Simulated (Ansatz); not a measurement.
# SiSCl3 radical: up Jacob's ladder to CCSD(T)

Aim: compute SiSCl3 radical with functionals from several rungs and with coupled cluster, and see how far each lands from CCSD(T) at the basis-set limit for the atomisation energy.

Program: Ansatz 0.2.0, Gaussian basis. Level of theory: functionals in def2-TZVPP, the program's frozen cores in correlated methods. These are calculated values, not measurements.

The runs, in order: LDA (SPW92), PBE-D4, revPBE-D4, BLYP-D4, r2SCAN-D4, B97M-V, PBE0-D4, B3LYP-D4, r2SCANh-D4, r2SCAN0-D4, HSE06-D4, BHLYP-D4, CAM-B3LYP-D4, LC-ωPBE, ωB97X-V, ωB97M-V, B2PLYP, PBE-QIDH; CCSD(T)/def2-SVP; CCSD(T)/def2-TZVPP; MP2/def2-QZVPP; extrapolation to the limit; RPA on PBE.

## (1) Structure used throughout

All runs share one geometry, relaxed beforehand with PBE0-D4 in a triple-zeta def2 set.

5 atoms, charge 0, spin multiplicity 2.

Atoms are counted from 1 here; the program's logs count them from 0.

Bond lengths: S1–Si2 2.097 Å, Si2–Cl3 2.032 Å, Si2–Cl4 2.029 Å, Si2–Cl5 2.029 Å. Angles: S1–Si2–Cl3 104.2°, S1–Si2–Cl4 112.6°, S1–Si2–Cl5 112.6°, Cl3–Si2–Cl4 110.0°, Cl3–Si2–Cl5 110.0°, Cl4–Si2–Cl5 107.4°.

## (2) LDA

This LDA is Slater exchange with PW92 correlation.

Input file in.yaml:

```yaml
crystal:
  periodic: [false, false, false]
  atoms:
    - {symbol: S, position_ang: [-0.957708, -0.126041, 1.840653]}
    - {symbol: Si, position_ang: [-0.006642, 0.003745, -0.023666]}
    - {symbol: Cl, position_ang: [1.606381, -1.219432, 0.152065]}
    - {symbol: Cl, position_ang: [-1.189584, -0.622665, -1.548791]}
    - {symbol: Cl, position_ang: [0.597453, 1.890794, -0.461662]}
basis:
  gaussian: {orbitals: def2-TZVPP}
magnetization: {spin_polarized: true, initial_magnetization: 1}
hamiltonian: {xc: lda}
output: {orbitals: {seedname: orbitals}}
```

Started as:

```console
$ ansatz run in.yaml --threads 4 --pin off --events-out ev --progress --plain --max-ram 10444MiB
```

The runs that follow: PBE-D4 (GGA); revPBE-D4 (GGA); BLYP-D4 (GGA); r2SCAN-D4 (meta-GGA); B97M-V (meta-GGA); PBE0-D4 (hybrid); B3LYP-D4 (hybrid); r2SCANh-D4 (hybrid); r2SCAN0-D4 (hybrid); HSE06-D4 (hybrid); BHLYP-D4 (hybrid); CAM-B3LYP-D4 (range-separated); LC-ωPBE (range-separated); ωB97X-V (range-separated); ωB97M-V (range-separated); B2PLYP (double hybrid); PBE-QIDH (double hybrid); CCSD(T) in def2-SVP; CCSD(T) in def2-TZVPP; MP2 in def2-QZVPP; RPA on PBE orbitals.

**Question.** What will the summary of the whole plan be? Wanted: atomisation energy, CCSD(T)/CBS; farthest beyond LDA; mean size of error, GGA; mean size of error, meta-GGA; mean size of error, hybrid; mean size of error, range-separated; mean size of error, double hybrid; gap, smallest and largest; T1 diagnostic.

As calculated:

```
                               quantity                                     value
        atomisation energy, CCSD(T)/CBS                                 15.601 eV
    functionals within 0.078 eV (0.5 %)                     revPBE-D4, r2SCAN0-D4
                    farthest beyond LDA                      BHLYP-D4 (-0.699 eV)
                mean size of error, GGA                                  0.298 eV
           mean size of error, meta-GGA                                  0.450 eV
             mean size of error, hybrid                                  0.283 eV
    mean size of error, range-separated                                  0.269 eV
      mean size of error, double hybrid                                  0.305 eV
              gap, smallest and largest  0.05 eV (LDA (SPW92)), 8.18 eV (LC-ωPBE)
                          T1 diagnostic                                    0.0112
triples share of the correlation energy                                     4.4 %
```

In words: The LDA atomisation energy is off by 2.641 eV (17 %): it overbinds. PBE-D4 is off by +0.484 eV. Double hybrids carry the basis error of their MP2 part in triple zeta, and no dispersion term here, so their miss is partly the set-up's. By mean error the best rung here is range-separated (0.269 eV) and the worst beyond LDA is meta-GGA (0.450 eV). The gap between the best rungs is small, so their order is not settled. RPA and LDA stand outside this count. The reference freezes the cores and leaves out relativity and excitations past (T), so misses under about 0.078 eV can't be ranked. Hartree-Fock recovers 72 % of the binding; the rest is correlation. CCSD(T) in def2-SVP is off by -1.965 eV, which most functionals beat. The gap grows from 0.0 to 8.2 eV across the functionals, mostly with the share of exact exchange.
